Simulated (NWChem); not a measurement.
**ZrO2 (zirconia) at 6 levels**

Aim: a comparison of 6 runs (HF/3-21G, PBE0/def2-TZVP, r2SCAN/3-21G, TPSS/STO-3G, PBE0/def2-SVP, CCSD(T)/def2-TZVP) of ZrO2 (zirconia). 

The calculation is run with NWChem 7.3.0.

**1. The molecule**

The species is ZrO2 (3 atoms), meant as a singlet with charge 0. SMILES: `[O]=[Zr]=[O]`. The shape is that of a PBE0-D4/def2-TZVP optimisation.

Bond lengths: O1–Zr2 1.761 Å, Zr2–O3 1.761 Å. Angles: O1–Zr2–O3 107.9°.

**2. Energy and forces at HF/3-21G (run 1)**

Contents of geom.nw:

```
start geom
title "O2Zr"
memory 2200 mb

geometry units angstroms noautosym nocenter noautoz
  O        0.654500       1.252500       0.388400
  Zr       0.348500      -0.481700       0.351800
  O       -1.003000      -0.770800      -0.740100
end

basis spherical bse
  * library 3-21G
end

scf
  thresh 1e-08
  maxiter 80
  print medium
end

task scf gradient
```

Launch:

```sh
$ nwchem geom.nw > geom.out
```

The log of the run:

```text
[...]
  functions       =    54
[...]
  wavefunction    = RHF
[...]
         Total SCF energy =  -3670.976329704628
      One-electron energy =  -5483.967792433336
      Two-electron energy =   1608.823230158649
 Nuclear repulsion energy =    204.168232570059
        Time for solution =      4.7s
[...]
                         RHF ENERGY GRADIENTS
    atom               coordinates                        gradient
                 x          y          z           x          y          z
   1 O       1.236826   2.366882   0.733970    0.001967   0.010657   0.000297
   2 Zr      0.658570  -0.910281   0.664806    0.006334  -0.008771   0.006396
   3 O      -1.895395  -1.456601  -1.398586   -0.008301  -0.001886  -0.006693
[...]
```

It took 6.3 s on 1 thread of Intel Xeon 6975P-C (Granite Rapids), shared host; peak memory 0.1 GiB.

**3. Energy and gradient at PBE0/def2-TZVP (core potential) (run 2)**

Contents of mymol.nw:

```
start mymol
memory stack 880 mb heap 220 mb global 1100 mb

geometry units angstroms noautosym nocenter noautoz
 O      0.654500     1.252500     0.388400
 Zr     0.348500    -0.481700     0.351800
 O     -1.003000    -0.770800    -0.740100
end

basis "ao basis" spherical bse
 * library def2-TZVP
end

ecp bse
 Zr library def2-TZVP
end

dft
 xc pbe0
 grid fine
 convergence energy 1e-08
 maxiter 100
 mulliken
 print low
end

task dft gradient
```

Launch:

```sh
$ nwchem mymol.nw > mymol.out
```

The log of the run:

```text
[...]
 d= 0,ls=0.0,diis     1   -196.8665441805 -2.66D+02  4.26D-02  4.24D+00     1.4
[...]
 d= 0,ls=0.0,diis    11   -197.4386141261  6.65D-09  1.32D-06  1.28D-07    12.2
         Total DFT energy =     -197.438614126139
      One electron energy =     -426.184796506276
           Coulomb energy =      182.170987966571
    Exchange-Corr. energy =      -22.997638327560
 Nuclear repulsion energy =       69.572832741126
[...]
      Total Density - Mulliken Population Analysis
     ---------------------------------------------
    Atom       Charge   Shell Charges
 -----------   ------   -------------------------------------------------------
    1 O    8     8.63   0.79  1.18  0.60  0.95  0.41  1.82  1.87  0.98  0.00  0.02  0.00
    2 Zr  12    10.75   0.03 -0.36  1.62  0.73  0.07 -0.00  5.08  0.87  0.13  0.05  1.31  0.95  0.16  0.11
    3 O    8     8.63   0.79  1.18  0.60  0.95  0.41  1.82  1.87  0.98  0.00  0.02  0.00
[...]
                         DFT ENERGY GRADIENTS
    atom               coordinates                        gradient
                 x          y          z           x          y          z
   1 O       1.236826   2.366882   0.733970   -0.000049  -0.000203  -0.000015
   2 Zr      0.658570  -0.910281   0.664806   -0.000117   0.000151  -0.000116
   3 O      -1.895395  -1.456601  -1.398586    0.000166   0.000052   0.000132
 Task  times  cpu:       16.2s     wall:       16.2s
 Total times  cpu:       16.2s     wall:       16.2s
```

Run time: 17 s. Hardware: 1 thread of Intel Xeon 6975P-C (Granite Rapids), shared host; peak memory 0.14 GiB.

**4. Energy and gradient at r2SCAN/3-21G (run 3)**

Contents of o2zr.xyz:

```xyz
3

O      0.654500     1.252500     0.388400
Zr     0.348500    -0.481700     0.351800
O     -1.003000    -0.770800    -0.740100
```

Contents of o2zr.nw:

```
start o2zr
memory total 2200 mb
charge 0
geometry units angstrom noautosym nocenter noautoz
load format xyz o2zr.xyz
end
basis spherical bse
* library 3-21G
end
dft
xc r2scan
grid xfine
convergence energy 1e-08
iterations 100
mulliken
print low
end
task dft gradient
```

Launch:

```sh
$ nwchem o2zr.nw > o2zr.out
```

The log of the run:

```text
[...]
 d= 0,ls=0.0,diis     1  -3673.0447312692 -3.88D+03  1.00D-01  4.08D+00     0.8
[...]
 d= 0,ls=0.0,diis    12  -3673.6689752495 -3.11D-09  3.37D-06  1.47D-07     7.7
         Total DFT energy =    -3673.668975249509
      One electron energy =    -5487.318137751166
           Coulomb energy =     1738.634283975197
    Exchange-Corr. energy =     -129.153354043600
 Nuclear repulsion energy =      204.168232570060
[...]
      Total Density - Mulliken Population Analysis
     ---------------------------------------------
    Atom       Charge   Shell Charges
 -----------   ------   -------------------------------------------------------
    1 O    8     8.49   1.99  0.44  2.04  1.52  2.50
    2 Zr  40    39.03   2.00  2.00  6.00  2.00  6.00  2.00  5.88  0.06  0.39  0.02  0.01  9.77  1.56  1.33
    3 O    8     8.49   1.99  0.44  2.04  1.52  2.50
[...]
                         DFT ENERGY GRADIENTS
    atom               coordinates                        gradient
                 x          y          z           x          y          z
   1 O       1.236826   2.366882   0.733970    0.003435  -0.016754   0.004982
   2 Zr      0.658570  -0.910281   0.664806   -0.016105   0.022245  -0.016254
   3 O      -1.895395  -1.456601  -1.398586    0.012670  -0.005491   0.011271
 Task  times  cpu:        9.2s     wall:        9.2s
 Total times  cpu:        9.2s     wall:        9.2s
```

It took 9.9 s on 1 thread of Intel Xeon 6975P-C (Granite Rapids), shared host; peak memory 0.12 GiB.

Runs 4 to 5 aren't shown in full; the table further down has their settings and results.

**5. The energy at CCSD(T)/def2-TZVP (core potential) (run 6)**

Contents of nw.nw:

```
start nw
title "O2Zr"
memory 2200 mb

geometry noautosym nocenter noautoz
   O      0.654500     1.252500     0.388400
   Zr     0.348500    -0.481700     0.351800
   O     -1.003000    -0.770800    -0.740100
end

basis spherical bse
   * library def2-TZVP
end

ecp bse
   Zr library def2-TZVP
end

scf
   thresh 1e-08
   maxiter 80
end

ccsd
   freeze core 2
   maxiter 60
end

task ccsd(t)
```

Launch:

```sh
$ nwchem nw.nw > nw.out
```

The log of the run:

```text
[...]
  functions       =   102
[...]
  wavefunction    = RHF
[...]
         Total SCF energy =   -196.325969082041
      One-electron energy =   -425.872572432194
      Two-electron energy =    159.973770609027
 Nuclear repulsion energy =     69.572832741126
        Time for solution =     14.9s
[...]
 Total MP2 energy:           -197.146860699065058
[...]
             energy      energy      error      ampl     ampl      Block
                                                time     time      time
[...]
 Total CCSD energy:           -197.100215745540993
[...]
 Total CCSD+T(CCSD) energy:           -197.153467169846834
[...]
 Total CCSD(T) energy:                -197.145020465958964
[...]
```

Run time: 3.6 min. Hardware: 1 thread of Intel Xeon 6975P-C (Granite Rapids), shared host; peak memory 0.38 GiB.

**6. All runs side by side**

```tsv
run	level	iteration cap	module	energy (Eh)	HOMO energy (eV)	LUMO energy (eV)	HOMO–LUMO gap (eV)	wall time
1	HF/3-21G	80	scf	-3670.976330	-9.97	-0.71	9.25	6.3 s
2	PBE0/def2-TZVP (core potential)	100	dft	-197.438614	–	–	–	17 s
3	r2SCAN/3-21G	100	dft	-3673.668975	–	–	–	9.9 s
4	TPSS/STO-3G	100	dft	-3653.188057	-1.41	-0.06	1.35	7.8 s
5	PBE0/def2-SVP (core potential)	100	dft	-197.244134	-6.63	-2.83	3.81	11 s
6	CCSD(T)/def2-TZVP (core potential)	80	ccsd(t)	-197.145020	-10.44	-1.18	9.26	3.6 min
```

**7. Results**

| quantity | value |
| --- | --- |
| run 6: total energy | -197.14502 Eh |
| run 6: HOMO energy (Hartree–Fock orbitals) | -10.44 eV |
| run 6: LUMO energy (Hartree–Fock orbitals) | -1.18 eV |
| run 6: HOMO–LUMO gap (Hartree–Fock orbitals) | 9.26 eV |
| run 6: correlation energy (2 core orbitals frozen) | -819.1 mEh |
| run 6: (T) correction | -44.80 mEh |

What this shows: Over runs 1, 4, 5 the dipole moment (its size) runs from 4.51 D (TPSS/STO-3G) to 8.54 D (HF/3-21G). The two ends differ in method and basis. Over runs 1, 4, 5 the HOMO–LUMO gap runs from 1.35 eV (TPSS/STO-3G) to 9.25 eV (HF/3-21G). Totals of different functionals can't be ranked against each other. Some runs of one species differ in core potentials or relativity; totals across that change don't compare. In run 4 the basis is minimal, so the values are rough. In runs 1, 3, 4 relativity is left out where basis or elements ask for it. All runs together took 4.5 min, the longest 3.6 min.
